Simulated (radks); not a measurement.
# Ti in [Ar] 3d2 4s2: an all-electron calculation

One table from this session's results is given with a row withheld; the runs are named, their logs left out.

Method: non-relativistic Kohn-Sham, PBE, spin-polarised, spherical densities, point nucleus; open shells are filled with parallel spins first. Code: radks (a radial shooting solver on a logarithmic mesh, Libxc functionals) version 1.

### Starting point

| Item | Value |
| --- | --- |
| element | titanium (Z = 22) |
| charge | 0 |
| electrons | 22 |
| configuration | [Ar] 3d2 4s2 |

Outer shells as boxes (Hund's rule):

Ti
```
[Ar] core
3d [↑ ][↑ ][  ][  ][  ]
4s [↑↓]
```

Set-up of the first run:

Settings of this run:

```text
Z 22
configuration [Ar] 3d2 4s2 4p0 5s0 4d0 4f0
relativity non-relativistic
functional pbe,pbe
spin polarised
nucleus point
```

One of the session's tables, all rows but one given; the rest of the session is left out.

It belongs to the step «Radial structure». Sizes of the orbitals, from the radial functions (bohr):

```
  level      <r>  outermost maximum (interpolated)  90 % within  nodes
1s down  0.07017                            0.0461        0.125      0
  1s up  0.07017                            0.0461        0.125      0
  2s up   0.3277                             0.271        0.509      1
2s down   0.3275                             0.271        0.508      1
  2p up   0.2910                             0.221        0.478      0
2p down   0.2907                             0.220        0.478      0
  3s up    1.014                             0.876         1.52      2
3s down    1.015                             0.876         1.52      2
  3p up    1.088                             0.904         1.68      1
3p down    1.090                             0.904         1.68      1
  3d up    1.568                             0.977         2.78      0
  4s up    3.484                              2.90         5.25      3
4s down    3.631                              3.02         5.49      3
3d down    1.681                             0.982         3.07      0
  4p up        ?                                 ?            ?      ?
4p down    5.049                              3.93         7.89      2
```

Q: Estimate the row for 4p up from the others.

The run gave: <r>: 4.754; outermost maximum (interpolated): 3.75; 90 % within: 7.39; nodes: 2. In the column «<r>» it lies between 4s down (3.631) and 4p down (5.049).

Limits of these values: Open shells are spherical and high-spin; term and fine-structure splittings are not resolved.
